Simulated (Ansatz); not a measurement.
**Sn: freezing in a mode**

The task, for Sn: trace the energy along mode 6.

Computed with Ansatz 0.2.0 (DFT PBEsol, scalar-relativistic, plane waves, PAW, unless a step's input says otherwise).

**1. The starting structure**

Symmetry: I4/mmm, No. 139, tetragonal system. The conventional cell has a = 3.182 Å, b = 3.182 Å, c = 5.831 Å, α = 90.00°, β = 90.00°, γ = 90.00°. Sn (site symmetry 4/mmm) has 4 Sn at 3.18 Å in its first shell of neighbours.

As a file:

```cif
data_structure
_symmetry_space_group_name_H-M 'I4/mmm'
_symmetry_Int_Tables_number 139
_cell_length_a 3.1815
_cell_length_b 3.1815
_cell_length_c 5.8313
_cell_angle_alpha 90.000
_cell_angle_beta 90.000
_cell_angle_gamma 90.000
_cell_volume 59.02
loop_
_atom_site_label
_atom_site_type_symbol
_atom_site_symmetry_multiplicity
_atom_site_Wyckoff_symbol
_atom_site_fract_x
_atom_site_fract_y
_atom_site_fract_z
_atom_site_occupancy
Sn1 Sn 2 a 0.00000 0.00000 0.00000 1
```

The cell is taken as given, not relaxed at this level.

**2. The reference cell**

The cell is repeated 2 times, 2 atoms in all. Reference values: F = -11899.3737 eV; pressure -4.22 GPa; largest force 0.000 eV/Å; gap on the mesh none (metal). It was computed beforehand with the settings of the runs below.

**3. Setting up freezing in a mode**

Mode 6 of the phonon run on this cell, counted from the lowest, is frozen in: each atom moves by x times its row below, so x is the largest displacement.

```
atom     ux     uy      uz
 Sn1  0.000  0.000   1.000
 Sn2  0.000  0.000  -1.000
```

**4. Point x = -0.300 Å**

Contents of input.yaml:

```yaml
crystal:
  lattice:
    - [0.0, -3.1815, 0.0]
    - [-3.1815, 0.0, 0.0]
    - [0.0, 0.0, -5.8313]
  atoms:
    - { symbol: Sn, position: [0.5, 0.5, 0.5514465042] }
    - { symbol: Sn, position: [0.0, 0.0, -0.0514465042] }
basis:
  ecutwfc: 420
kpoints:
  mp_grid: { grid: [16, 16, 8] }
hamiltonian:
  xc: pbesol
scf:
  occupations: { method: gaussian, width: 0.15 }
output:
  forces: true
  stress: true
  eigenvalues: true
```

On the command line:

```bash
$ ansatz run input.yaml --threads 2 --pin off --max-ram 5120MiB --backend cpu --events-out ev --progress --plain --runs-dir out
```

Standard output, cut to the lines that bear on the results:

```text
Warning: RAYON_NUM_THREADS=2 ignored (pool sized by the plan → 2); use --threads N
[...]
Pseudopotentials: kind: paw
Pseudopotential: Sn, paw, valence charge 14, recommended cutoff 420 eV (normal), Sn.paw.azcp
Functional definition: PBEsol
[...]
Crystal: 2 atoms, lattice volume = 59.024 Å³
Basis set: ecut = 420 eV, 1171 PW (Γ), exchange–correlation on 48×48×80 points (8 copies of the dense FFT grid, shifted against one another)
Bands: 18, of which v1, the nominal top of the filled ones, is band 14 counted from 1 (13 counted from 0)
Symmetry: 16 space group operations
Space group: P4/nmm (ITA 129), of the structure as read, at distance tolerance 3.9e-5 Å
k-points: 225 of 2048
[...]
SCF iter   1: F=—  HF=-11899.271021 eV  |F-HF|=—  |Δ(HF+E_count)|=         —  Δρ=3.05e-3  dr2=1.47e-2  ethr=1.77e-3  ⟨swp⟩=5.3  Hψ=19600  notcnv=0
[...]
SCF iter   7: F=-11899.265502 eV  HF=-11899.265502 eV  |F-HF|=6.06e-8  |Δ(HF+E_count)|=   9.37e-8  Δρ=9.95e-6  dr2=5.04e-8  ethr=3.57e-10  ⟨swp⟩=6.4  Hψ=17109  notcnv=0
[...]
SCF converged after 7 iterations
Free energy (F): -11899.265502 eV
[...]
E sigma→0 (E₀):  -11899.257345 eV
Entropy (-TS):   -0.016313 eV (-8.157 meV/atom)
Fermi energy:    9.553468 eV
[...]
--- Forces (eV/Å), atoms counted from 1 ---
  atom   1  Sn     0.00000000     0.00000000     0.53313143
  atom   2  Sn     0.00000000     0.00000000    -0.53313143
[...]
--- Stress (GPa, compression-positive) ---
       -0.002933       0.000000       0.000000
        0.000000      -0.002933       0.000000
        0.000000       0.000000       0.211219
  P = ⅓ Tr σ = 0.0685 GPa (0.685 kbar)
--- Band table (eV; the first three rows and the last of 225) ---
  k-point 0: bands = ["-12.1040", "-12.0337", "-11.9859", "-11.9031", "-11.9015", "-11.9015", "-11.8159", "-11.7661", "-11.7621", "-11.7621", "-1.6658", "2.5316", "5.7165", "13.2393", "13.2393", "15.7247", "16.6505", "17.0713"]
[...]
```

It took 1.7 s on 2 threads of AMD EPYC 9R45 (Zen 5), shared host; peak memory 0.5 GiB.

**5. At x = 0.225 Å**

input.yaml: that of step 4 with these lines changed.

```diff
@@ -6,4 +6,4 @@
   atoms:
-    - { symbol: Sn, position: [0.5, 0.5, 0.5514465042] }
-    - { symbol: Sn, position: [0.0, 0.0, -0.0514465042] }
+    - { symbol: Sn, position: [0.5, 0.5, 0.4614151218] }
+    - { symbol: Sn, position: [0.0, 0.0, 0.0385848782] }
 basis:
```

On the command line:

```bash
$ ansatz run input.yaml --threads 2 --pin off --max-ram 5120MiB --backend cpu --events-out ev --progress --plain --runs-dir out
```

Standard output, cut to the lines that bear on the results:

```text
[...]
SCF converged after 7 iterations
Free energy (F): -11899.328795 eV
[...]
E sigma→0 (E₀):  -11899.322919 eV
Entropy (-TS):   -0.011752 eV (-5.876 meV/atom)
Fermi energy:    9.573843 eV
[...]
--- Forces (eV/Å), atoms counted from 1 ---
  atom   1  Sn     0.00000000     0.00000000    -0.29307220
  atom   2  Sn     0.00000000     0.00000000     0.29307220
[...]
--- Stress (GPa, compression-positive) ---
       -1.819264       0.000000       0.000000
        0.000000      -1.819264       0.000000
        0.000000       0.000000      -1.813631
  P = ⅓ Tr σ = -1.8174 GPa (-18.174 kbar)
--- Band table (eV; the first three rows and the last of 225) ---
  k-point 0: bands = ["-12.0710", "-12.0228", "-11.9613", "-11.9118", "-11.8711", "-11.8711", "-11.7856", "-11.7665", "-11.7665", "-11.7544", "-1.4043", "2.4250", "5.5463", "13.4806", "13.4806", "15.5955", "16.8497", "16.9524"]
[...]
```

It took 1.7 s on 2 threads of AMD EPYC 9R45 (Zen 5), shared host; peak memory 0.5 GiB.

**6. Point x = -0.150 Å**

input.yaml: that of step 5 with these lines changed.

```diff
@@ -6,4 +6,4 @@
   atoms:
-    - { symbol: Sn, position: [0.5, 0.5, 0.4614151218] }
-    - { symbol: Sn, position: [0.0, 0.0, 0.0385848782] }
+    - { symbol: Sn, position: [0.5, 0.5, 0.5257232521] }
+    - { symbol: Sn, position: [0.0, 0.0, -0.0257232521] }
 basis:
```

On the command line:

```bash
$ ansatz run input.yaml --threads 2 --pin off --max-ram 5120MiB --backend cpu --events-out ev --progress --plain --runs-dir out
```

Standard output, cut to the lines that bear on the results:

```text
Warning: RAYON_NUM_THREADS=2 ignored (pool sized by the plan → 2); use --threads N
[...]
[... 3 set-up lines as earlier in the session ...]
[...]
Crystal: 2 atoms, lattice volume = 59.024 Å³
Basis set: ecut = 420 eV, 1171 PW (Γ), exchange–correlation on 48×48×80 points (8 copies of the dense FFT grid, shifted against one another)
Bands: 18, of which v1, the nominal top of the filled ones, is band 14 counted from 1 (13 counted from 0)
[... 2 set-up lines as earlier in the session ...]
k-points: 225 of 2048
[...]
SCF iter   1: F=—  HF=-11899.359971 eV  |F-HF|=—  |Δ(HF+E_count)|=         —  Δρ=2.61e-3  dr2=4.63e-3  ethr=1.77e-3  ⟨swp⟩=5.4  Hψ=19428  notcnv=0
[...]
SCF iter   7: F=-11899.356483 eV  HF=-11899.356483 eV  |F-HF|=1.43e-8  |Δ(HF+E_count)|=   1.16e-8  Δρ=6.38e-6  dr2=1.47e-8  ethr=3.57e-10  ⟨swp⟩=6.4  Hψ=18873  notcnv=0
[...]
SCF converged after 7 iterations
Free energy (F): -11899.356483 eV
[...]
E sigma→0 (E₀):  -11899.349540 eV
Entropy (-TS):   -0.013885 eV (-6.942 meV/atom)
Fermi energy:    9.550022 eV
[...]
--- Forces (eV/Å), atoms counted from 1 ---
  atom   1  Sn     0.00000000     0.00000000     0.10878448
  atom   2  Sn     0.00000000     0.00000000    -0.10878448
[...]
--- Stress (GPa, compression-positive) ---
       -2.683586       0.000000       0.000000
        0.000000      -2.683586       0.000000
        0.000000       0.000000      -4.118422
  P = ⅓ Tr σ = -3.1619 GPa (-31.619 kbar)
--- Band table (eV; the first three rows and the last of 225) ---
  k-point 0: bands = ["-12.0520", "-12.0176", "-11.9501", "-11.9224", "-11.8551", "-11.8551", "-11.7742", "-11.7742", "-11.7687", "-11.7485", "-1.2082", "2.3455", "5.4177", "13.6599", "13.6599", "15.4454", "16.8670", "16.8670"]
[...]
```

Wall time 1.7 s (2 threads of AMD EPYC 9R45 (Zen 5), shared host); peak memory 0.5 GiB.

**7. At x = 0.075 Å**

input.yaml: that of step 6 with these lines changed.

```diff
@@ -6,4 +6,4 @@
   atoms:
-    - { symbol: Sn, position: [0.5, 0.5, 0.5257232521] }
-    - { symbol: Sn, position: [0.0, 0.0, -0.0257232521] }
+    - { symbol: Sn, position: [0.5, 0.5, 0.4871383739] }
+    - { symbol: Sn, position: [0.0, 0.0, 0.0128616261] }
 basis:
```

On the command line:

```bash
$ ansatz run input.yaml --threads 2 --pin off --max-ram 5120MiB --backend cpu --events-out ev --progress --plain --runs-dir out
```

Standard output, cut to the lines that bear on the results:

```text
[...]
SCF converged after 6 iterations
Free energy (F): -11899.368619 eV
[...]
E sigma→0 (E₀):  -11899.362491 eV
Entropy (-TS):   -0.012256 eV (-6.128 meV/atom)
Fermi energy:    9.551354 eV
[...]
--- Forces (eV/Å), atoms counted from 1 ---
  atom   1  Sn     0.00000000     0.00000000    -0.06073601
  atom   2  Sn     0.00000000     0.00000000     0.06073601
[...]
--- Stress (GPa, compression-positive) ---
       -3.087497       0.000000       0.000000
        0.000000      -3.087497       0.000000
        0.000000       0.000000      -5.678205
  P = ⅓ Tr σ = -3.9511 GPa (-39.511 kbar)
--- Band table (eV; the first three rows and the last of 225) ---
  k-point 0: bands = ["-12.0429", "-12.0160", "-11.9469", "-11.9313", "-11.8488", "-11.8488", "-11.7815", "-11.7815", "-11.7610", "-11.7464", "-1.0900", "2.2971", "5.3390", "13.7674", "13.7674", "15.3331", "16.8158", "16.8158"]
[...]
```

Run time: 1.9 s. Hardware: 2 threads of AMD EPYC 9R45 (Zen 5), shared host; peak memory 0.5 GiB.

**8. x = 0.263 Å**

input.yaml: that of step 7 with these lines changed.

```diff
@@ -6,4 +6,4 @@
   atoms:
-    - { symbol: Sn, position: [0.5, 0.5, 0.4871383739] }
-    - { symbol: Sn, position: [0.0, 0.0, 0.0128616261] }
+    - { symbol: Sn, position: [0.5, 0.5, 0.4549843088] }
+    - { symbol: Sn, position: [0.0, 0.0, 0.0450156912] }
 basis:
```

On the command line:

```bash
$ ansatz run input.yaml --threads 2 --pin off --max-ram 5120MiB --backend cpu --events-out ev --progress --plain --runs-dir out
```

Standard output, cut to the lines that bear on the results:

```text
Warning: RAYON_NUM_THREADS=2 ignored (pool sized by the plan → 2); use --threads N
[...]
[... 3 set-up lines as earlier in the session ...]
[...]
Crystal: 2 atoms, lattice volume = 59.024 Å³
Basis set: ecut = 420 eV, 1171 PW (Γ), exchange–correlation on 48×48×80 points (8 copies of the dense FFT grid, shifted against one another)
Bands: 18, of which v1, the nominal top of the filled ones, is band 14 counted from 1 (13 counted from 0)
[... 2 set-up lines as earlier in the session ...]
k-points: 225 of 2048
[...]
SCF iter   1: F=—  HF=-11899.307120 eV  |F-HF|=—  |Δ(HF+E_count)|=         —  Δρ=2.90e-3  dr2=1.32e-2  ethr=1.77e-3  ⟨swp⟩=5.3  Hψ=19543  notcnv=0
[...]
SCF iter   7: F=-11899.301744 eV  HF=-11899.301744 eV  |F-HF|=4.55e-8  |Δ(HF+E_count)|=   2.01e-8  Δρ=8.37e-6  dr2=3.55e-8  ethr=3.57e-10  ⟨swp⟩=6.5  Hψ=18994  notcnv=0
[...]
SCF converged after 7 iterations
Free energy (F): -11899.301744 eV
[...]
E sigma→0 (E₀):  -11899.295086 eV
Entropy (-TS):   -0.013315 eV (-6.657 meV/atom)
Fermi energy:    9.573319 eV
[...]
--- Forces (eV/Å), atoms counted from 1 ---
  atom   1  Sn     0.00000000     0.00000000    -0.42681073
  atom   2  Sn     0.00000000     0.00000000     0.42681073
[...]
--- Stress (GPa, compression-positive) ---
       -1.082181       0.000000       0.000000
        0.000000      -1.082181       0.000000
        0.000000       0.000000      -0.658199
  P = ⅓ Tr σ = -0.9409 GPa (-9.409 kbar)
--- Band table (eV; the first three rows and the last of 225) ---
  k-point 0: bands = ["-12.0870", "-12.0290", "-11.9728", "-11.9081", "-11.8854", "-11.8854", "-11.8003", "-11.7648", "-11.7648", "-11.7610", "-1.5295", "2.4747", "5.6274", "13.3655", "13.3655", "15.6660", "16.7524", "17.0068"]
[...]
```

It took 1.8 s on 2 threads of AMD EPYC 9R45 (Zen 5), shared host; peak memory 0.5 GiB.

**9. At x = 0.188 Å**

input.yaml: that of step 8 with these lines changed.

```diff
@@ -6,4 +6,4 @@
   atoms:
-    - { symbol: Sn, position: [0.5, 0.5, 0.4549843088] }
-    - { symbol: Sn, position: [0.0, 0.0, 0.0450156912] }
+    - { symbol: Sn, position: [0.5, 0.5, 0.4678459349] }
+    - { symbol: Sn, position: [0.0, 0.0, 0.0321540651] }
 basis:
```

On the command line:

```bash
$ ansatz run input.yaml --threads 2 --pin off --max-ram 5120MiB --backend cpu --events-out ev --progress --plain --runs-dir out
```

Standard output, cut to the lines that bear on the results:

```text
[...]
SCF converged after 7 iterations
Free energy (F): -11899.346119 eV
[...]
E sigma→0 (E₀):  -11899.339850 eV
Entropy (-TS):   -0.012537 eV (-6.269 meV/atom)
Fermi energy:    9.560115 eV
[...]
--- Forces (eV/Å), atoms counted from 1 ---
  atom   1  Sn     0.00000000     0.00000000    -0.17587168
  atom   2  Sn     0.00000000     0.00000000     0.17587168
[...]
--- Stress (GPa, compression-positive) ---
       -2.311435       0.000000       0.000000
        0.000000      -2.311435       0.000000
        0.000000       0.000000      -3.056363
  P = ⅓ Tr σ = -2.5597 GPa (-25.597 kbar)
--- Band table (eV; the first three rows and the last of 225) ---
  k-point 0: bands = ["-12.0592", "-12.0188", "-11.9538", "-11.9165", "-11.8610", "-11.8610", "-11.7749", "-11.7695", "-11.7695", "-11.7500", "-1.2962", "2.3818", "5.4758", "13.5796", "13.5796", "15.5194", "16.9059", "16.9059"]
[...]
```

Run time: 1.8 s. Hardware: 2 threads of AMD EPYC 9R45 (Zen 5), shared host; peak memory 0.5 GiB.

**10. x = 0.113 Å**

input.yaml: that of step 9 with these lines changed.

```diff
@@ -6,4 +6,4 @@
   atoms:
-    - { symbol: Sn, position: [0.5, 0.5, 0.4678459349] }
-    - { symbol: Sn, position: [0.0, 0.0, 0.0321540651] }
+    - { symbol: Sn, position: [0.5, 0.5, 0.4807075609] }
+    - { symbol: Sn, position: [0.0, 0.0, 0.0192924391] }
 basis:
```

On the command line:

```bash
$ ansatz run input.yaml --threads 2 --pin off --max-ram 5120MiB --backend cpu --events-out ev --progress --plain --runs-dir out
```

Standard output, cut to the lines that bear on the results:

```text
[...]
SCF converged after 7 iterations
Free energy (F): -11899.363378 eV
[...]
E sigma→0 (E₀):  -11899.356495 eV
Entropy (-TS):   -0.013767 eV (-6.883 meV/atom)
Fermi energy:    9.547857 eV
[...]
--- Forces (eV/Å), atoms counted from 1 ---
  atom   1  Sn     0.00000000     0.00000000    -0.07908707
  atom   2  Sn     0.00000000     0.00000000     0.07908707
[...]
--- Stress (GPa, compression-positive) ---
       -2.944121       0.000000       0.000000
        0.000000      -2.944121       0.000000
        0.000000       0.000000      -4.985746
  P = ⅓ Tr σ = -3.6247 GPa (-36.247 kbar)
--- Band table (eV; the first three rows and the last of 225) ---
  k-point 0: bands = ["-12.0469", "-12.0169", "-11.9481", "-11.9276", "-11.8514", "-11.8514", "-11.7785", "-11.7785", "-11.7644", "-11.7475", "-1.1396", "2.3171", "5.3721", "13.7223", "13.7223", "15.3815", "16.8368", "16.8368"]
[...]
```

Wall time 1.7 s (2 threads of AMD EPYC 9R45 (Zen 5), shared host); peak memory 0.5 GiB.

**11. At x = 0.037 Å**

input.yaml: that of step 10 with these lines changed.

```diff
@@ -6,4 +6,4 @@
   atoms:
-    - { symbol: Sn, position: [0.5, 0.5, 0.4807075609] }
-    - { symbol: Sn, position: [0.0, 0.0, 0.0192924391] }
+    - { symbol: Sn, position: [0.5, 0.5, 0.493569187] }
+    - { symbol: Sn, position: [0.0, 0.0, 0.006430813] }
 basis:
```

On the command line:

```bash
$ ansatz run input.yaml --threads 2 --pin off --max-ram 5120MiB --backend cpu --events-out ev --progress --plain --runs-dir out
```

Standard output, cut to the lines that bear on the results:

```text
Warning: RAYON_NUM_THREADS=2 ignored (pool sized by the plan → 2); use --threads N
[...]
[... 3 set-up lines as earlier in the session ...]
[...]
Crystal: 2 atoms, lattice volume = 59.024 Å³
Basis set: ecut = 420 eV, 1171 PW (Γ), exchange–correlation on 48×48×80 points (8 copies of the dense FFT grid, shifted against one another)
Bands: 18, of which v1, the nominal top of the filled ones, is band 14 counted from 1 (13 counted from 0)
[... 2 set-up lines as earlier in the session ...]
k-points: 225 of 2048
[...]
SCF iter   1: F=—  HF=-11899.375363 eV  |F-HF|=—  |Δ(HF+E_count)|=         —  Δρ=2.47e-3  dr2=2.46e-3  ethr=1.77e-3  ⟨swp⟩=5.4  Hψ=19178  notcnv=0
[...]
SCF iter   6: F=-11899.372304 eV  HF=-11899.372304 eV  |F-HF|=5.40e-8  |Δ(HF+E_count)|=   1.07e-6  Δρ=8.59e-6  dr2=7.21e-8  ethr=3.57e-10  ⟨swp⟩=5.0  Hψ=20319  notcnv=0
[...]
SCF converged after 6 iterations
Free energy (F): -11899.372304 eV
[...]
E sigma→0 (E₀):  -11899.366968 eV
Entropy (-TS):   -0.010673 eV (-5.337 meV/atom)
Fermi energy:    9.553517 eV
[...]
--- Forces (eV/Å), atoms counted from 1 ---
  atom   1  Sn     0.00000000     0.00000000    -0.03565370
  atom   2  Sn     0.00000000     0.00000000     0.03565370
[...]
--- Stress (GPa, compression-positive) ---
       -3.163066       0.000000       0.000000
        0.000000      -3.163066       0.000000
        0.000000       0.000000      -6.126275
  P = ⅓ Tr σ = -4.1508 GPa (-41.508 kbar)
--- Band table (eV; the first three rows and the last of 225) ---
  k-point 0: bands = ["-12.0397", "-12.0146", "-11.9456", "-11.9329", "-11.8466", "-11.8466", "-11.7826", "-11.7826", "-11.7581", "-11.7448", "-1.0597", "2.2853", "5.3188", "13.7949", "13.7949", "15.3032", "16.8035", "16.8035"]
[...]
```

Wall time 1.7 s (2 threads of AMD EPYC 9R45 (Zen 5), shared host); peak memory 0.51 GiB.

**12. Results of the scan**

The scan, with free energies counted from the undisturbed cell:

```
 x (Å)  ΔE (meV/cell)  force along the mode (eV/Å)  pressure (GPa)
-0.300          108.2                        1.066             0.1
-0.150           17.2                        0.218            -3.2
 0.000            0.0                        0.000            -4.2
 0.037            1.4                       -0.071            -4.2
 0.075            5.1                       -0.121            -4.0
 0.113           10.3                       -0.158            -3.6
 0.188           27.6                       -0.352            -2.6
 0.225           44.9                       -0.586            -1.8
 0.263           71.9                       -0.854            -0.9
```

Not run, since symmetry makes them alike: 0.300 repeats -0.300, -0.225 repeats 0.225, 0.150 repeats -0.150, -0.075 repeats 0.075. Energy, pressure and gap are the same there.

**13. Outcome**

| quantity | value |
| --- | --- |
| harmonic wavenumber of the mode | 48 cm⁻¹ |
| the same from the force at an amplitude of 0.037 Å | 47 cm⁻¹ |

The force at the smallest amplitude gives 47 cm⁻¹ against 48 cm⁻¹ from the phonon run, so the curve is close to a parabola there. The undisturbed cell stays the lowest of the sampled points.
